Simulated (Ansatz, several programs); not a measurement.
Li2MgSiTe4 (kesterite), relaxed with r2SCAN in Ansatz (plane waves, PAW): the symmetry is I-4 (No. 82, tetragonal); a = 6.432 Å, c = 11.944 Å in the conventional setting, 30.88 Å³ an atom. Li is surrounded by 4 Te at 2.86 Å; Li is surrounded by 4 Te at 2.73 Å; Mg is surrounded by 4 Te at 2.79 Å; Si is surrounded by 4 Te at 2.52 Å; Te is surrounded by 1 Si at 2.52 Å and 2 Li at 2.73–2.86 Å and 1 Mg at 2.79 Å. The cell was then scaled with its shape and fractional coordinates held, which makes it stiffer than a relaxed compression. All values are calculated for a non-magnetic cell, which may be hypothetical.

```
V (Å³/atom)  E (meV/atom)
     29.030         14.20
     29.957          3.35
     30.883          0.00
     32.736         11.56
```

Problem. Pass a cubic E = c₀ + c₁u + c₂u² + c₃u³, with u = V − 30.651 Å³, through these points.

Solution. c₀ = 0.19, c₁ = -1.731, c₂ = 3.905, c₃ = -0.2206 (meV and Å³).

Problem. Where is the minimum, and what bulk modulus follows?

Solution. dE/du = 0 at u = +0.226, so V₀ = 30.88 Å³. B = V₀ d²E/dV² = 30.88 × (2c₂ + 6c₃u) = 30.88 × 7.510 = 232 meV/Å³, and 1 meV/Å³ is 0.16022 GPa: 37 GPa. A third-order Birch-Murnaghan fit to all five points gives 30.88 Å³ and 37 GPa.

Problem. Predict the energy and the pressure at the withheld volume, 31.810 Å³.

Solution. With u = +1.159: E ≈ 3.09 meV and P = −dE/dV ≈ -1.03 GPa. The run gives 3.05 meV and, from its stress, -1.02 GPa.
